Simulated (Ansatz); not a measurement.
# CCl3F3Sn: taking an electron away

The task here is to estimate one member of a computed series from the others.

Method: unrestricted cation, the program's frozen cores in correlated methods; program: Ansatz 0.2.0, Gaussian basis.

Plan: UKS PBE-D4/def2-TZVPP; UKS r2SCAN-D4/def2-TZVPP; UKS PBE0-D4/def2-TZVPP; UKS B3LYP-D4/def2-TZVPP; UKS wB97X-V/def2-TZVPP; UKS wB97M-V/def2-TZVPP; UKS B2PLYP/def2-TZVPP; UHF-CCSD(T)/def2-TZVPP; UHF-MP2/def2-QZVPP; extrapolation to the limit; then −ε(HOMO) from the neutral's earlier runs with LDA (SPW92), PBE-D4, revPBE-D4, BLYP-D4, r2SCAN-D4, B97M-V, PBE0-D4, B3LYP-D4, r2SCANh-D4, r2SCAN0-D4, HSE06-D4, BHLYP-D4, CAM-B3LYP-D4, LC-ωPBE, ωB97X-V, ωB97M-V.

## Structure used throughout

An earlier PBE0-D4 in a triple-zeta def2 set relaxation fixed the geometry. Sn takes the def2 core potential; no spin-orbit term is included.

SMILES `F[C](F)(F)[Sn]([Cl])([Cl])[Cl]`, 8 atoms, charge 0, spin multiplicity 1.

Atoms are counted from 1 here; the program's logs count them from 0.

Bond lengths: F1–C2 1.332 Å, C2–F3 1.332 Å, C2–F4 1.333 Å, C2–Sn5 2.209 Å, Sn5–Cl6 2.294 Å, Sn5–Cl7 2.294 Å, Sn5–Cl8 2.294 Å. Angles: F1–C2–F3 108.2°, F1–C2–F4 108.2°, F1–C2–Sn5 110.8°, F3–C2–F4 108.2°, F3–C2–Sn5 110.7°, F4–C2–Sn5 110.6°, C2–Sn5–Cl6 109.8°, C2–Sn5–Cl7 109.7°, C2–Sn5–Cl8 109.7°, Cl6–Sn5–Cl7 109.2°, Cl6–Sn5–Cl8 109.2°, Cl7–Sn5–Cl8 109.2°.

Coordinates:

```mol
CCl3F3Sn
  3D, bonds by distance, orders not assigned

  8  7  0  0  0  0  0  0  0  0999 V2000
   -1.2219   -1.6551    0.4100 F   0  0
   -0.6763   -0.5243    0.8556 C   0  0
   -1.6596    0.2939    1.2283 F   0  0
    0.0566   -0.8112    1.9308 F   0  0
    0.5699    0.4130   -0.7090 Sn  0  0
   -0.7272    0.9347   -2.5278 Cl  0  0
    1.5257    2.3307    0.1108 Cl  0  0
    2.2248   -1.0388   -1.3544 Cl  0  0
  1  2  8  0
  2  3  8  0
  2  4  8  0
  2  5  8  0
  5  6  8  0
  5  7  8  0
  5  8  8  0
M  END
```

The first run:

File in.yaml:

```yaml
crystal:
  periodic: [false, false, false]
  atoms:
    - {symbol: F, position_ang: [-1.221912, -1.655134, 0.409954]}
    - {symbol: C, position_ang: [-0.676255, -0.524279, 0.855565]}
    - {symbol: F, position_ang: [-1.659556, 0.293943, 1.228270]}
    - {symbol: F, position_ang: [0.056641, -0.811216, 1.930824]}
    - {symbol: Sn, position_ang: [0.569934, 0.413028, -0.709023]}
    - {symbol: Cl, position_ang: [-0.727230, 0.934701, -2.527801]}
    - {symbol: Cl, position_ang: [1.525657, 2.330737, 0.110759]}
    - {symbol: Cl, position_ang: [2.224819, -1.038779, -1.354449]}
basis:
  gaussian: {orbitals: def2-TZVPP}
total_charge: 1
magnetization: {spin_polarized: true, initial_magnetization: 1}
hamiltonian: {xc: pbe, dispersion: d4}
```

Launch:

```sh
$ ansatz run in.yaml --threads 2 --pin off --events-out ev --progress --plain --max-ram 31744MiB --backend cuda --devices 0, --max-vram 18GiB
```

Steps of the session up to this table: Cation, UKS PBE-D4/def2-TZVPP; Cation, UKS r2SCAN-D4/def2-TZVPP; Cation, UKS PBE0-D4/def2-TZVPP; Cation, UKS B3LYP-D4/def2-TZVPP; Cation, UKS wB97X-V/def2-TZVPP; Cation, UKS wB97M-V/def2-TZVPP; Cation, UKS B2PLYP (frozen core)/def2-TZVPP; Cation, UHF-CCSD(T)/def2-TZVPP; Cation, UHF-MP2/def2-QZVPP.

One of the session's tables, all rows but one given; the rest of the session is left out.

Orbital estimates, from the neutral's runs:

| functional | −ε(HOMO) (eV) |
| --- | --- |
| LDA (SPW92) | 8.21 |
| PBE-D4 | 8.02 |
| revPBE-D4 | 7.94 |
| BLYP-D4 | 7.89 |
| r2SCAN-D4 | 8.38 |
| B97M-V | 8.45 |
| PBE0-D4 | 9.42 |
| B3LYP-D4 | 9.19 |
| r2SCANh-D4 | 8.89 |
| r2SCAN0-D4 | ? |
| HSE06-D4 | 9.02 |
| BHLYP-D4 | 10.75 |
| CAM-B3LYP-D4 | 10.78 |
| LC-ωPBE | 12.07 |
| ωB97X-V | 11.73 |
| ωB97M-V | 11.57 |

Estimate the missing values for r2SCAN0-D4.

Worked estimate for «−ε(HOMO) (eV)». Against the share of exact exchange, r2SCAN-D4 (0, 8.38), r2SCANh-D4 (0.1, 8.89) give a slope of 5.10 per unit share; at 0.25 the line stands at 9.65.

**Answer.** −ε(HOMO) (eV): 9.66. In «−ε(HOMO) (eV)» the line misses by -0.01.
